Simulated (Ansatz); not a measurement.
# (110) superlattice of 4 and 2 atomic planes of GaP and AlP, in-plane a of GaP, 12 atoms

Which settings matter for this cell? A base run comes first, then runs with one to three settings changed.

All numbers are computed with Ansatz 0.2.0 (PAW, plane waves).

## (1) Starting point

12 atoms (2 Al, 4 Ga, 6 P); a = 3.846 Å, b = 5.438 Å, c = 11.576 Å, α = 90.00°, β = 90.00°, γ = 90.00°. All atoms were shaken off their sites by about 0.02 Å along each axis.

Coordinates:

```cif
data_structure
_symmetry_space_group_name_H-M 'P 1'
_symmetry_Int_Tables_number 1
_cell_length_a 3.8456
_cell_length_b 5.4385
_cell_length_c 11.5758
_cell_angle_alpha 90.000
_cell_angle_beta 90.000
_cell_angle_gamma 90.000
_cell_volume 242.10
loop_
_atom_site_label
_atom_site_type_symbol
_atom_site_fract_x
_atom_site_fract_y
_atom_site_fract_z
_atom_site_occupancy
Al1 Al 0.98944 0.99737 0.66532 1
Al2 Al 0.50693 0.49654 0.82923 1
Ga1 Ga 0.98807 0.99420 0.00092 1
Ga2 Ga 0.99982 0.99882 0.33582 1
Ga3 Ga 0.49785 0.49559 0.49885 1
Ga4 Ga 0.50135 0.49910 0.16710 1
P1 P 0.99994 0.24678 0.50082 1
P2 P 0.99733 0.24464 0.83332 1
P3 P 0.00133 0.25079 0.16562 1
P4 P 0.49962 0.74906 0.33213 1
P5 P 0.49673 0.75163 0.66652 1
P6 P 0.50511 0.74892 0.00079 1
```

## (2) PBEsol single point

File in.yaml:

```yaml
crystal:
  lattice:
    - [2.719244, -2.719244, 0.000000]
    - [0.000000, 0.000000, 5.438488]
    - [-8.185305, -8.185305, 0.000000]
  atoms:
    - { symbol: Al, position: [0.989441, 0.997368, 0.665323] }
    - { symbol: Al, position: [0.506928, 0.496537, 0.829228] }
    - { symbol: Ga, position: [0.988071, 0.994200, 0.000922] }
    - { symbol: Ga, position: [0.999818, 0.998825, 0.335823] }
    - { symbol: Ga, position: [0.497847, 0.495590, 0.498855] }
    - { symbol: Ga, position: [0.501348, 0.499097, 0.167098] }
    - { symbol: P, position: [0.999943, 0.246780, 0.500816] }
    - { symbol: P, position: [0.997335, 0.244636, 0.833319] }
    - { symbol: P, position: [0.001329, 0.250792, 0.165625] }
    - { symbol: P, position: [0.499618, 0.749060, 0.332128] }
    - { symbol: P, position: [0.496729, 0.751628, 0.666519] }
    - { symbol: P, position: [0.505105, 0.748923, 0.000793] }
kpoints:
  mp_grid: { grid: [4, 3, 1] }
hamiltonian:
  xc: pbesol
scf:
  occupations: { method: fermi_dirac, width: 0.01 }
output:
  forces: true
  eigenvalues: true
  stress: true
  populations: true
```

Command:

```sh
$ ansatz run in.yaml --threads 7 --pin off --max-ram 13300MiB --runs-dir r --events-out ev --progress --plain
```

## (3) Variant: functional LDA

Edit in.yaml of step 2 so:

```diff
@@ -21,5 +21,6 @@
 hamiltonian:
-  xc: pbesol
+  xc: lda
 scf:
   occupations: { method: fermi_dirac, width: 0.01 }
+  max_iter: 90
 output:
@@ -28,2 +29 @@
   stress: true
-  populations: true
```

## (4) Changed settings: occupations Methfessel–Paxton, xc grid 2

Edit in.yaml of step 3 so:

```diff
@@ -20,7 +20,8 @@
   mp_grid: { grid: [4, 3, 1] }
+basis: { xc_grid: 2 }
 hamiltonian:
-  xc: lda
+  xc: pbesol
 scf:
-  occupations: { method: fermi_dirac, width: 0.01 }
-  max_iter: 90
+  occupations: { method: methfessel_paxton, width: 0.01 }
+  max_iter: 80
 output:
```

## (5) Changed settings: xc grid 3

Edit in.yaml of step 4 so:

```diff
@@ -20,3 +20,3 @@
   mp_grid: { grid: [4, 3, 1] }
-basis: { xc_grid: 2 }
+basis: { xc_grid: 3 }
 hamiltonian:
@@ -24,4 +24,4 @@
 scf:
-  occupations: { method: methfessel_paxton, width: 0.01 }
-  max_iter: 80
+  occupations: { method: fermi_dirac, width: 0.01 }
+  max_iter: 70
 output:
```

## (6) Variant: mixing beta 0.6

Edit in.yaml of step 5 so:

```diff
@@ -20,3 +20,2 @@
   mp_grid: { grid: [4, 3, 1] }
-basis: { xc_grid: 3 }
 hamiltonian:
@@ -25,3 +24,4 @@
   occupations: { method: fermi_dirac, width: 0.01 }
-  max_iter: 70
+  max_iter: 50
+  mixing: { beta: 0.6 }
 output:
```

## (7) Changed settings: charge changed by 2, functional RPBE, occupations Gaussian

Edit in.yaml of step 6 so:

```diff
@@ -21,7 +21,7 @@
 hamiltonian:
-  xc: pbesol
+  xc: rpbe
+total_charge: 2
 scf:
-  occupations: { method: fermi_dirac, width: 0.01 }
-  max_iter: 50
-  mixing: { beta: 0.6 }
+  occupations: { method: gaussian, width: 0.01 }
+  max_iter: 80
 output:
```

What does the calculation give? Wanted: for each run, settings; status; energy from base; forces from base.

**Answer**, as computed:

| settings | status | cycles | time | energy from base (meV/atom) | forces from base (eV/Å rms) | filled to empty level on the mesh (eV) |
| --- | --- | --- | --- | --- | --- | --- |
| base | converged | 8 | 2.9 s (7 CPU threads) | 0 | 0 | 1.35 |
| functional LDA | converged | 8 | 2.7 s (7 CPU threads) | - | 0.012 | 1.34 |
| occupations Methfessel–Paxton, xc grid 2 | converged | 8 | 2.5 s (7 CPU threads) | 0.0 | 0.000 | 1.35 |
| xc grid 3 | converged | 8 | 2.3 s (7 CPU threads) | 0.0 | 0.000 | 1.35 |
| mixing beta 0.6 | converged | 7 | 2.3 s (7 CPU threads) | 0.0 | 0.000 | 1.35 |
| charge changed by 2, functional RPBE, occupations Gaussian | converged | 11 | 3.5 s (7 CPU threads) | - | 0.107 | - |

**What this shows.** Among these variants the forces move most with charge changed by 2, functional RPBE, occupations Gaussian (0.107 eV/Å rms).
